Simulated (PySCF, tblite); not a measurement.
# C₄H₁₃GeNSi: geometry, infrared bands and NMR shifts

What infrared bands and NMR shifts should C₄H₁₃GeNSi (`C=C(C)[SiH2][NH][GeH2][CH3]`) show?

The runs use tblite 0.8.0 and PySCF 2.14.0, with density-fitted response routines of our own; the level of theory stands in each step. All values are computed, except where a source is named. Atoms are numbered from 0 throughout.

### 1 Starting geometry

20 atoms, charge 0, multiplicity 1; geometry from: force field or distance geometry start.

Bonds of the start (Å): C0–C1 1.32, C1–C2 1.50, C1–Si3 1.84, Si3–N4 1.76, N4–Ge5 1.85, Ge5–C6 1.95, C0–H7 1.07, C0–H8 1.08, C2–H9 1.13, C2–H10 1.09, C2–H11 1.12, Si3–H12 1.47, Si3–H13 1.48, N4–H14 1.01, Ge5–H15 1.55, Ge5–H16 1.56, C6–H17 1.13, C6–H18 1.10, C6–H19 1.11.

### 2 Relaxing the molecule with GFN2-xTB

Job settings and geometry (Å):

```
{"job": {"kind": "relax", "xc": "GFN2-xTB", "basis": "xTB"}, "charge": 0, "multiplicity": 1}
C     -1.570500     1.056300    -1.672200
C     -1.786600     0.484400    -0.500400
C     -3.169600     0.086100    -0.072500
Si    -0.434600     0.120400     0.694500
N      0.543300    -1.294400     0.305800
Ge     2.014400    -0.926900    -0.745400
C      3.345000     0.180100     0.147500
H     -0.564700     1.330400    -1.934200
H     -2.356700     1.275600    -2.377000
H     -3.926700     0.818700    -0.490000
H     -3.411800    -0.922200    -0.414300
H     -3.273100     0.196200     1.040000
H      0.372900     1.345700     0.787500
H     -1.075900    -0.163700     2.002800
H      0.030000    -2.138900     0.079100
H      2.717000    -2.275300    -1.053300
H      1.628300    -0.194200    -2.062400
H      3.843800    -0.501200     0.894000
H      2.928500     1.041600     0.698400
H      4.142000     0.492000    -0.559900
```

On the command line:

```sh
OMP_NUM_THREADS=1 python probes_run.py task.json out
```

One launch serves the whole session: the jobs run in the order shown.

Log:

```text
step      E/eV     max force
  0    -591.50666    1.709
  1    -591.64480    0.587
  2    -591.69118    0.433
  3    -591.71560    0.454
  4    -591.74595    0.408
  5    -591.76095    0.313
  6    -591.77288    0.332
  7    -591.78544    0.297
  8    -591.79775    0.252
  9    -591.80652    0.195
 10    -591.81155    0.150
 11    -591.81537    0.153
 12    -591.81996    0.166
 13    -591.82476    0.167
 14    -591.82848    0.129
 15    -591.83113    0.117
 16    -591.83354    0.113
 17    -591.83611    0.163
 18    -591.83846    0.137
 19    -591.84006    0.075
 20    -591.84119    0.077
 21    -591.84239    0.099
 22    -591.84390    0.132
 23    -591.84553    0.116
 24    -591.84676    0.070
 25    -591.84745    0.053
 26    -591.84796    0.059
 27    -591.84857    0.084
 28    -591.84930    0.096
 29    -591.85007    0.076
 30    -591.85079    0.060
 31    -591.85151    0.071
 32    -591.85235    0.086
 33    -591.85337    0.100
 34    -591.85439    0.080
 35    -591.85530    0.077
 36    -591.85616    0.075
 37    -591.85711    0.089
 38    -591.85820    0.103
 39    -591.85933    0.080
 40    -591.86043    0.079
 41    -591.86156    0.088
 42    -591.86290    0.111
 43    -591.86452    0.112
 44    -591.86633    0.098
 45    -591.86813    0.092
 46    -591.86950    0.091
 47    -591.86909    0.192
 48    -591.87119    0.065
 49    -591.87182    0.045
 50    -591.87311    0.087
 51    -591.87395    0.107
 52    -591.87514    0.091
 53    -591.87613    0.074
 54    -591.87709    0.064
 55    -591.87796    0.085
 56    -591.87862    0.075
 57    -591.87910    0.043
 58    -591.87940    0.035
 59    -591.87969    0.036
 60    -591.87988    0.037
 61    -591.88013    0.032
 62    -591.88032    0.029
 63    -591.88055    0.037
 64    -591.88081    0.050
 65    -591.88111    0.045
 66    -591.88137    0.037
 67    -591.88158    0.033
 68    -591.88178    0.039
 69    -591.88200    0.052
 70    -591.88228    0.047
 71    -591.88260    0.039
 72    -591.88293    0.043
 73    -591.88324    0.040
 74    -591.88374    0.045
 75    -591.88435    0.044
 76    -591.88503    0.042
 77    -591.88554    0.041
 78    -591.88583    0.031
 79    -591.88602    0.027
 80    -591.88617    0.022
 81    -591.88635    0.031
 82    -591.88653    0.033
 83    -591.88668    0.028
 84    -591.88678    0.022
 85    -591.88688    0.022
 86    -591.88702    0.022
 87    -591.88719    0.025
 88    -591.88732    0.023
 89    -591.88740    0.017
 90    -591.88746    0.034
 91    -591.88754    0.024
 92    -591.88765    0.020
 93    -591.88781    0.024
 94    -591.88786    0.024
 95    -591.88795    0.024
 96    -591.88806    0.022
 97    -591.88826    0.021
 98    -591.88847    0.030
 99    -591.88869    0.035
100    -591.88896    0.034
101    -591.88933    0.033
102    -591.88977    0.034
103    -591.89016    0.038
104    -591.89047    0.038
105    -591.89080    0.043
106    -591.89125    0.044
107    -591.89182    0.046
108    -591.89240    0.053
109    -591.89290    0.049
110    -591.89346    0.053
111    -591.89434    0.078
112    -591.89585    0.085
113    -591.89664    0.130
114    -591.89879    0.167
115    -591.90078    0.130
116    -591.90245    0.131
117    -591.90448    0.151
118    -591.90572    0.155
119    -591.90681    0.134
120    -591.90825    0.124
121    -591.90978    0.062
122    -591.91080    0.070
123    -591.91230    0.093
124    -591.91401    0.089
125    -591.91660    0.094
126    -591.91851    0.104
127    -591.92079    0.089
128    -591.92242    0.085
129    -591.92440    0.065
130    -591.92530    0.100
131    -591.92620    0.090
132    -591.92710    0.062
133    -591.92783    0.066
134    -591.92889    0.077
135    -591.92985    0.085
136    -591.93072    0.081
137    -591.93134    0.061
138    -591.93187    0.074
139    -591.93252    0.049
140    -591.93337    0.049
141    -591.93398    0.061
142    -591.93489    0.058
143    -591.93588    0.063
144    -591.93674    0.075
145    -591.93812    0.099
146    -591.93968    0.100
147    -591.94066    0.116
148    -591.94209    0.112
149    -591.94318    0.078
150    -591.94504    0.078
151    -591.94580    0.065
152    -591.94696    0.073
153    -591.94801    0.071
154    -591.94888    0.059
155    -591.94970    0.067
156    -591.95037    0.063
157    -591.95126    0.054
158    -591.95255    0.065
159    -591.95414    0.102
160    -591.95554    0.107
161    -591.95709    0.073
162    -591.95833    0.108
163    -591.95935    0.101
164    -591.96017    0.069
165    -591.96094    0.052
166    -591.96147    0.045
167    -591.96207    0.039
168    -591.96236    0.041
169    -591.96261    0.034
170    -591.96286    0.039
171    -591.96319    0.055
172    -591.96347    0.046
173    -591.96379    0.047
174    -591.96409    0.033
175    -591.96427    0.028
176    -591.96437    0.020
177    -591.96449    0.020
178    -591.96467    0.026
179    -591.96487    0.031
180    -591.96506    0.032
181    -591.96527    0.035
182    -591.96554    0.036
183    -591.96581    0.033
184    -591.96597    0.039
185    -591.96617    0.025
186    -591.96629    0.022
187    -591.96647    0.023
188    -591.96659    0.026
189    -591.96676    0.027
190    -591.96687    0.024
191    -591.96694    0.020
192    -591.96699    0.013
193    -591.96703    0.013
194    -591.96706    0.012
195    -591.96708    0.009
```

Wall time 1.4 s (1 thread of Arm Neoverse V2, shared host); peak memory 0.18 GiB.

Relaxation path: (not every step is listed)

```
step  energy from step 0 (eV)  largest force (eV/Å)
   0                   0.0000                1.7086
   1                  -0.1381                0.5872
   2                  -0.1845                0.4330
   3                  -0.2089                0.4544
   4                  -0.2393                0.4078
   5                  -0.2543                0.3126
   6                  -0.2662                0.3315
   7                  -0.2788                0.2967
   8                  -0.2911                0.2517
  26                  -0.3413                0.0587
  44                  -0.3597                0.0977
  62                  -0.3737                0.0291
  80                  -0.3795                0.0223
  98                  -0.3818                0.0305
 116                  -0.3958                0.1311
 134                  -0.4222                0.0773
 152                  -0.4403                0.0726
 170                  -0.4562                0.0386
 188                  -0.4599                0.0256
 190                  -0.4602                0.0242
 191                  -0.4603                0.0199
 192                  -0.4603                0.0132
 193                  -0.4604                0.0130
 194                  -0.4604                0.0124
 195                  -0.4604                0.0094
```

Close pairs (by a distance rule), those that changed most:

```
   bond  before (Å)  after (Å)  change (Å)
 C1–Si3       1.841      1.891      +0.051
  C2–H9       1.133      1.089      -0.044
 C6–H17       1.127      1.087      -0.040
Ge5–H16       1.556      1.517      -0.039
Ge5–H15       1.551      1.513      -0.038
 Si3–N4       1.763      1.726      -0.037
 C2–H11       1.123      1.089      -0.034
 C6–H19       1.110      1.087      -0.023
```

The next job starts from the end point, and lists it.

### 3 Harmonic vibrations with GFN2-xTB

Job settings and geometry (Å):

```
{"job": {"kind": "ir", "xc": "GFN2-xTB", "basis": "xTB"}, "charge": 0, "multiplicity": 1}
C     -1.100849     0.602496    -1.617908
C     -1.492656     0.348526    -0.377979
C     -2.650439     1.076793     0.235379
Si    -0.665172    -0.938469     0.733742
N      0.662719    -1.718502    -0.046644
Ge     2.168337    -1.011949    -0.790800
C      2.366034     0.855215    -0.231640
H     -0.274324     0.072479    -2.069120
H     -1.584498     1.342169    -2.240635
H     -3.067037     1.816246    -0.446594
H     -3.431700     0.366909     0.503964
H     -2.337622     1.576961     1.150895
H     -0.212672    -0.251007     1.956848
H     -1.608654    -2.011404     1.072375
H      0.614691    -2.722957    -0.064469
H      3.318173    -1.888493    -0.345204
H      2.085008    -1.159547    -2.298147
H      2.423568     0.917268     0.852094
H      1.513115     1.442744    -0.561050
H      3.268830     1.295200    -0.647233
```

Log:

```text
mode    cm-1     km/mol
  1      25.6      2.26
  2      65.4      1.40
  3      71.0      2.16
  4     109.5      0.48
  5     125.3      2.79
  6     126.3     47.16
  7     140.6      0.58
  8     172.5     31.26
  9     199.3      4.18
 10     300.6      1.48
 11     315.6      1.16
 12     385.6      5.51
 13     419.1     44.45
 14     489.3     20.73
 15     545.1     84.80
 16     595.2     42.39
 17     598.8     20.96
 18     621.9      7.75
 19     645.1     25.18
 20     667.8    284.10
 21     693.8      5.76
 22     755.7    352.30
 23     777.2    230.73
 24     801.2    189.19
 25     812.2    128.68
 26     852.2    316.48
 27     910.1     27.36
 28     941.0    141.98
 29     962.4      6.97
 30    1013.0     13.83
 31    1039.4      0.20
 32    1152.3    156.64
 33    1217.6      5.49
 34    1326.6      8.70
 35    1398.3      0.64
 36    1417.1      3.87
 37    1456.4      0.34
 38    1457.9      0.61
 39    1483.2      6.47
 40    1492.2      2.78
 41    1687.5      5.80
 42    1863.4    343.23
 43    1913.0    577.31
 44    2145.6    356.53
 45    2203.1    328.20
 46    3001.5     33.98
 47    3013.5     32.80
 48    3015.8     27.50
 49    3018.2     29.07
 50    3018.6     13.09
 51    3019.2     33.81
 52    3049.9     42.15
 53    3068.1     78.82
 54    3476.1      0.82
```

Wall time 0.73 s (1 thread of Arm Neoverse V2, shared host); peak memory 0.18 GiB.

Which atoms move in the most intense modes:

```
cm⁻¹  km/mol                         atoms
 668   284.1            H15 35 %, H16 26 %
 756   352.3  H12 43 %, H13 31 %, Si3 12 %
 777   230.7            H13 49 %, H12 39 %
 852   316.5            H16 47 %, H15 44 %
1863   343.2            H16 83 %, H15 16 %
1913   577.3            H15 83 %, H16 16 %
2146   356.5                      H12 96 %
2203   328.2                      H13 96 %
```

### 4 Nuclear shieldings: PBE0/pcSseg-1

Settings changed since step 3:

```diff
@@ -1,2 +1,2 @@
-{"job": {"kind": "ir", "xc": "GFN2-xTB", "basis": "xTB"}, "charge": 0, "multiplicity": 1}
+{"job": {"kind": "nmr", "xc": "PBE0", "basis": "pcSseg-1"}, "charge": 0, "multiplicity": 1}
 C     -1.100849     0.602496    -1.617908
```

Level: GIAO PBE0/pcSseg-1 NMR shielding, non-relativistic, gas phase.

Log:

```text
coarse grid: 71808 points
cycle   1  E = -2580.4891554069  dE = -2.072e-01  |g| = 1.017e+00  |ddm| = 4.029e+00
cycle   2  E = -2580.4140552574  dE =  7.510e-02  |g| = 1.141e+00  |ddm| = 1.316e+00
cycle   3  E = -2580.6015953546  dE = -1.875e-01  |g| = 1.535e-01  |ddm| = 8.829e-01
cycle   4  E = -2580.6058607378  dE = -4.265e-03  |g| = 6.580e-02  |ddm| = 1.696e-01
cycle   5  E = -2580.6066861565  dE = -8.254e-04  |g| = 6.613e-03  |ddm| = 5.709e-02
cycle   6  E = -2580.6066956474  dE = -9.491e-06  |g| = 2.583e-03  |ddm| = 8.572e-03
final grid: 150624 points
cycle   7  E = -2580.6067188409  dE =  1.621e-06  |g| = 3.620e-03  |ddm| = 5.220e-03
cycle   8  E = -2580.6067139007  dE =  4.940e-06  |g| = 5.677e-03  |ddm| = 7.369e-03
cycle   9  E = -2580.6067221065  dE = -8.206e-06  |g| = 6.182e-04  |ddm| = 4.664e-03
cycle  10  E = -2580.6067222030  dE = -9.647e-08  |g| = 4.631e-05  |ddm| = 5.170e-04
cycle  11  E = -2580.6067222033  dE = -3.570e-10  |g| = 5.590e-06  |ddm| = 3.554e-05
converged SCF energy = -2580.6067222033

GIAO shielding tensors (ppm)
atom      isotropic    diamagn.    paramagn.     s11        s22        s33       span
  0 C       52.944     256.304    -203.360    -61.040     67.695    152.177    213.217
  1 C       31.506     266.022    -234.516    -80.389      4.549    170.359    250.748
  2 C      162.320     246.789     -84.470    148.192    151.227    187.540     39.348
  3 Si     390.177     883.489    -493.311    333.158    388.550    448.824    115.666
  4 N      272.600     326.789     -54.188    245.627    258.507    313.666     68.039
  5 Ge    1399.508    2754.924   -1355.416   1298.978   1363.323   1536.224    237.246
  6 C      192.266     252.739     -60.474    186.279    192.891    197.627     11.347
  7 H       25.842      35.057      -9.215     22.643     25.666     29.217      6.574
  8 H       25.480      31.981      -6.501     22.813     25.372     28.255      5.442
  9 H       29.777      29.285       0.493     26.081     28.350     34.901      8.820
 10 H       29.866      28.351       1.515     25.633     28.391     35.573      9.940
 11 H       29.779      30.183      -0.405     25.772     28.790     34.773      9.001
 12 H       26.719      32.360      -5.640     22.730     25.936     31.492      8.762
 13 H       26.768      31.096      -4.328     22.595     25.734     31.974      9.379
 14 H       32.251      32.447      -0.196     21.411     28.941     46.401     24.991
 15 H       26.843      28.262      -1.419     19.768     21.885     38.877     19.109
 16 H       26.593      29.345      -2.752     19.719     21.873     38.187     18.468
 17 H       31.074      31.802      -0.728     26.356     28.343     38.523     12.166
 18 H       30.832      34.180      -3.349     24.630     29.911     37.955     13.325
 19 H       31.505      28.455       3.051     26.324     27.479     40.712     14.389
```

Run time: 40 s. Hardware: 1 thread of Arm Neoverse V2, shared host; peak memory 1.1 GiB.

The references, computed at this level on geometries of the same kind, shield at (ppm): 1H TMS 31.72, 13C TMS 186.9, 29Si TMS 349.2, 15N NH3 267.7, 73Ge GeMe4 1331. Their shielding less the atom's gives the shift. The references are single molecules in the gas phase, so shifts against H2O, NH3, PH3, H3PO4 or CFCl3 are not on the usual liquid scales and can be off by tens of ppm. Atoms listed in one row are averaged.

```
        atoms                               environment  σ (ppm)  δ (ppm)
           C1           fully substituted alkene carbon     31.5    155.4
           C0                      terminal =CH2 carbon     52.9    134.0
           C2                     allylic methyl carbon    162.3     24.6
           C6                methyl carbon bonded to Ge    192.3     -5.3
           H8        hydrogen on a terminal =CH2 carbon    25.48     6.24
           H7        hydrogen on a terminal =CH2 carbon    25.84     5.88
     H15, H16    hydrogen on a germanium bonded to C, N    26.72     5.00
     H12, H13      hydrogen on a silicon bonded to C, N    26.74     4.97
 H9, H10, H11      hydrogen on an allylic methyl carbon    29.81     1.91
H17, H18, H19  hydrogen on a methyl carbon bonded to Ge    31.14     0.58
          H14   hydrogen on a nitrogen bonded to Ge, Si    32.25    -0.53
          Si3               silicon bonded to C, N, 2 H    390.2    -41.0
           N4              nitrogen bonded to Ge, Si, H    272.6     -4.9
          Ge5             germanium bonded to C, N, 2 H     1400      -69
```

The run also stored atomic charges by several schemes (e):

```
atoms  Mulliken    IAO  Hirshfeld  ESP fit
   C0     -0.11  -0.31      -0.10    -0.52
   C1     -0.60  -0.26      -0.08     0.13
   C2     -0.19  -0.42      -0.12    -0.41
  Si3      0.83   0.88       0.35     0.43
   N4     -0.90  -0.91      -0.34    -0.81
  Ge5      0.57   0.77       0.39     0.69
   C6     -0.56  -0.69      -0.20    -0.62
```

Mayer bond orders: C0–C1 1.98, C1–C2 1.05, C1–Si3 0.82, Si3–N4 1.01, N4–Ge5 0.82, Ge5–C6 1.02.

### 5 What came out

| quantity | value |
| --- | --- |
| strongest single infrared mode (GFN2-xTB) | 1913 cm⁻¹, 577 km/mol |
| zero-point energy (GFN2-xTB) | 94.5 kcal/mol |
| 13C shifts against TMS (PBE0/pcSseg-1) | 155.4, 134.0, 24.6, -5.3 ppm |
| 1H shifts against TMS (PBE0/pcSseg-1, means over atoms taken as alike) | 6.24, 5.88, 5.00, 4.97, 1.91, 0.58, -0.53 ppm |
| 29Si shifts against TMS (PBE0/pcSseg-1) | -41.0 ppm |
| 15N shifts against NH3 (PBE0/pcSseg-1) | -4.9 ppm |
| 73Ge shifts against GeMe4 (PBE0/pcSseg-1) | -69 ppm |

The optimisation took 195 steps and gained 0.460 eV; among the close pairs (by a distance rule), C1–Si3 changed most, from 1.841 to 1.891 Å. All 54 modes are real, so the xTB geometry is a minimum. The strongest single mode, at 1913 cm⁻¹, moves mainly H15. GFN2-xTB is a fitted tight-binding method: band positions and strengths are rough. Its intensities can rank the bands wrongly. C1 (fully substituted alkene carbon) lies farthest downfield among carbon, at 155.4 ppm; an sp2 carbon of a C=C bond. At PBE0/pcSseg-1: Shielding is most anisotropic at C1 (span 251 ppm, paramagnetic term -235 ppm). Spin-orbit coupling is left out, which matters for shieldings and couplings at and beside the heavy atoms.
